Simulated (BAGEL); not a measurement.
**CHClInNO (SMILES O=C=[N][InH][Cl]), step by step**

Aim: the energy (HF/x2c-SVPall), then the energy (NEVPT2(2,2)/x2c-SVPall) of CHClInNO. 

Program for the calculation: BAGEL 1.2.2.

## (1) The molecule

The species is CHClInNO (6 atoms), meant as a singlet with charge 0. As SMILES, `O=C=[N][InH][Cl]`. The In4–H6 distance was set to 2.700 Å, away from the relaxed value. At this shape a bond of the SMILES string is far longer than usual.

Bond lengths: O1–C2 1.166 Å, C2–N3 1.205 Å, N3–In4 2.019 Å, In4–Cl5 2.315 Å. Angles: O1–C2–N3 176.3°, C2–N3–In4 136.4°, N3–In4–Cl5 111.3°.

## (2) A single-point energy at HF/x2c-SVPall (DKH2, density fitting with AutoAux) (run 1)

The input, input.json:

```json
{ "bagel" : [

{
  "title" : "molecule",
  "basis" : "x2c-svpall.json",
  "df_basis" : "x2c-svpall-autoaux.json",
  "angstrom" : "true",
  "dkh" : "true",
  "geometry" : [
    { "atom" : "O", "xyz" : [       2.255543,      -2.908643,      -0.475843 ] },
    { "atom" : "C", "xyz" : [       1.524143,      -2.059143,      -0.154643 ] },
    { "atom" : "N", "xyz" : [       0.764243,      -1.215143,       0.248157 ] },
    { "atom" : "In", "xyz" : [      -0.116657,       0.439657,      -0.502643 ] },
    { "atom" : "Cl", "xyz" : [       0.500543,       0.793757,      -2.705943 ] },
    { "atom" : "H", "xyz" : [      -1.790100,       2.008300,       0.921200 ] }
  ]
},

{
  "title" : "hf"
},

{
  "title" : "print",
  "file" : "orbitals.molden",
  "orbitals" : "true"
}

]}
```

The basis set x2c-SVPall is read from a file made from the Basis Set Exchange's data (not shown).

Run with:

```console
$ BAGEL_NUM_THREADS=1 BAGEL input.json > input.out
```

Log:

```text
* using 1 threads per process

  ===============================================================
  ===============================================================

  *** Geometry ***

  { "atom" : "O", "xyz" : [      4.262359,     -5.496539,     -0.899213 ] },
  { "atom" : "C", "xyz" : [      2.880213,     -3.891216,     -0.292233 ] },
  { "atom" : "N", "xyz" : [      1.444210,     -2.296287,      0.468949 ] },
  { "atom" : "In", "xyz" : [     -0.220450,      0.830831,     -0.949858 ] },
  { "atom" : "Cl", "xyz" : [      0.945889,      1.499983,     -5.113491 ] },
  { "atom" : "H", "xyz" : [     -3.382799,      3.795137,      1.740816 ] },

  Number of auxiliary basis functions:      880

  Since a DF basis is specified, we compute 2- and 3-index integrals:
    o Being stored without compression. Storage requirement is 0.072 GB

  Number of basis functions:      101
  Number of electrons      :       88

    * METHOD: MOLECULE                             0.89

  *** RHF ***

  === Nuclear Repulsion ===
   495.6264201582

      * DIIS with orbital gradients will be used.

  === RHF iteration (x2c-svpall.json) ===
      0      -6504.43594537          0.01350562           0.42
      1      -6504.55980677          0.00919455           0.45
      2      -6504.61616804          0.00111710           0.44
      3      -6504.61750420          0.00055563           0.43
      4      -6504.61777855          0.00014315           0.40
      5      -6504.61779714          0.00004022           0.43
      6      -6504.61779977          0.00001193           0.44
      7      -6504.61780011          0.00000460           0.44
      8      -6504.61780015          0.00000233           0.42
      9      -6504.61780016          0.00000123           0.41
     10      -6504.61780016          0.00000060           0.45
     11      -6504.61780016          0.00000030           0.44
     12      -6504.61780016          0.00000014           0.44
     13      -6504.61780016          0.00000005           0.40
     14      -6504.61780016          0.00000002           0.41
     15      -6504.61780016          0.00000001           0.44
     16      -6504.61780016          0.00000000           0.43
    * SCF iteration converged.

    * Permanent dipole moment:
           (    0.547312,    -0.632646,    -0.241478) a.u.

    * METHOD: HF                                   8.18

    * METHOD: PRINT                                0.03

  ===============================================================
```

It took 9.3 s on 1 thread of Arm Neoverse V1, shared host; peak memory 0.29 GiB.

## (3) A single-point energy at NEVPT2(2,2)/x2c-SVPall (DKH2, density fitting with AutoAux) (run 2)

The input, job.json:

```json
{ "bagel": [

{
  "title": "molecule",
  "basis": "x2c-svpall.json",
  "df_basis": "x2c-svpall-autoaux.json",
  "angstrom": "true",
  "dkh": "true",
  "geometry": [
    { "atom": "O", "xyz": [       2.255543,      -2.908643,      -0.475843 ] },
    { "atom": "C", "xyz": [       1.524143,      -2.059143,      -0.154643 ] },
    { "atom": "N", "xyz": [       0.764243,      -1.215143,       0.248157 ] },
    { "atom": "In", "xyz": [      -0.116657,       0.439657,      -0.502643 ] },
    { "atom": "Cl", "xyz": [       0.500543,       0.793757,      -2.705943 ] },
    { "atom": "H", "xyz": [      -1.790100,       2.008300,       0.921200 ] }
  ]
},

{ "title": "hf", "charge": 0 },

{ "title": "casscf", "nstate": 1, "nact": 2, "nclosed": 43, "charge": 0, "active": [44, 48], "maxiter": 200, "natocc": "true" },

{
  "title": "nevpt2",
  "nstate": 1,
  "nact": 2,
  "nclosed": 43,
  "charge": 0,
  "active": [44, 48],
  "maxiter": 200,
  "natocc": "true",
  "ncore": 26
},

{ "title": "print", "file": "orbitals.molden", "orbitals": "true" }

]}
```

The basis set x2c-SVPall is read from a file made from the Basis Set Exchange's data (not shown).

Run with:

```console
$ BAGEL_NUM_THREADS=1 BAGEL job.json > job.out
```

Log:

```text
* using 1 threads per process

  ===============================================================
  ===============================================================

  *** Geometry ***

  { "atom" : "O", "xyz" : [      4.262359,     -5.496539,     -0.899213 ] },
  { "atom" : "C", "xyz" : [      2.880213,     -3.891216,     -0.292233 ] },
  { "atom" : "N", "xyz" : [      1.444210,     -2.296287,      0.468949 ] },
  { "atom" : "In", "xyz" : [     -0.220450,      0.830831,     -0.949858 ] },
  { "atom" : "Cl", "xyz" : [      0.945889,      1.499983,     -5.113491 ] },
  { "atom" : "H", "xyz" : [     -3.382799,      3.795137,      1.740816 ] },

  Number of auxiliary basis functions:      880

  Since a DF basis is specified, we compute 2- and 3-index integrals:
    o Being stored without compression. Storage requirement is 0.072 GB

  Number of basis functions:      101
  Number of electrons      :       88

    * METHOD: MOLECULE                             0.88

  *** RHF ***

  === Nuclear Repulsion ===
   495.6264201582

      * DIIS with orbital gradients will be used.

  === RHF iteration (x2c-svpall.json) ===
      0      -6504.43594537          0.01350562           0.42
      1      -6504.55980677          0.00919455           0.40
      2      -6504.61616804          0.00111710           0.43
      3      -6504.61750420          0.00055563           0.43
      4      -6504.61777855          0.00014315           0.44
      5      -6504.61779714          0.00004022           0.39
      6      -6504.61779977          0.00001193           0.38
      7      -6504.61780011          0.00000460           0.43
      8      -6504.61780015          0.00000233           0.43
      9      -6504.61780016          0.00000123           0.44
     10      -6504.61780016          0.00000060           0.41
     11      -6504.61780016          0.00000030           0.42
     12      -6504.61780016          0.00000014           0.45
     13      -6504.61780016          0.00000005           0.45
     14      -6504.61780016          0.00000002           0.44
     15      -6504.61780016          0.00000001           0.41
     16      -6504.61780016          0.00000000           0.44
    * SCF iteration converged.

    * Permanent dipole moment:
           (    0.547312,    -0.632646,    -0.241478) a.u.

    * METHOD: HF                                   8.12

  ---------------------------
      CASSCF calculation
  ---------------------------

    ==== Active orbitals : =====
         Orbital 44
         Orbital 48
    ============================

    * nstate   :      1
    * nclosed  :     43
    * nact     :      2
    * nvirt    :     56
  === CASSCF iteration (x2c-svpall.json) ===

    * Using the second-order algorithm

      0  0     -6504.61797756     4.05e-05      0.10

      1  0     -6504.62321112     6.95e-04      1.60

      2  0     -6504.65244829     1.53e-03      1.60

      3  0     -6504.66137997     7.97e-04      1.81

      4  0     -6504.66235188     2.89e-04      1.68

      5  0     -6504.66243508     8.77e-05      1.79

      6  0     -6504.66244205     2.55e-05      1.79

      7  0     -6504.66244262     7.32e-06      1.86

      8  0     -6504.66244267     2.10e-06      1.84

      9  0     -6504.66244268     6.00e-07      1.86

     10  0     -6504.66244268     1.72e-07      1.69

     11  0     -6504.66244268     4.91e-08      1.68

     12  0     -6504.66244268     1.40e-08      1.55

     13  0     -6504.66244268     4.02e-09      1.53

    * Second-order optimization converged. *

     guess   0:   closed 1.                   open ..

  === FCI iteration ===

      0  0     -6504.61440033     6.79e-02      0.00
      1  0     -6504.66239555     2.01e-03      0.00
      2  0 *   -6504.66244268     4.45e-16      0.00

     * ci vector, state   0, <S^2> = 0.0000
       2.     0.9427520871
       .2    -0.3334943810

    * METHOD: CASSCF                              23.43

    * freezing 26 orbitals

  === DF-NEVPT2 calculation ===

    * 3-index integral transformation done
    * assembly done

      NEVPT2 correlation energy:   -0.6616739319      0.29

          (+0)     -0.6175548742
          (+0)'    -0.0134005230
          (+1)     -0.0102753878
          (+1)'    -0.0034852095
          (+2)     -0.0001785676
          (-1)     -0.0124637141
          (-1)'    -0.0018057650
          (-2)     -0.0025098907

      NEVPT2 total energy:       -6505.3241166080

    * METHOD: NEVPT2                               0.87

    * METHOD: PRINT                                0.03

  ===============================================================
```

It took 34 s on 1 thread of Arm Neoverse V1, shared host; peak memory 0.32 GiB.

## (4) Outcome

| quantity | value |
| --- | --- |
| run 1, HF/x2c-SVPall: total energy | -6504.61780 Eh |
| run 1, HF/x2c-SVPall: dipole moment | 2.21 D |
| run 1, HF/x2c-SVPall: HOMO energy | -10.27 eV |
| run 1, HF/x2c-SVPall: LUMO energy | -0.84 eV |
| run 1, HF/x2c-SVPall: HOMO–LUMO gap | 9.42 eV |
| run 2, NEVPT2(2,2)/x2c-SVPall: total energy | -6505.32412 Eh |
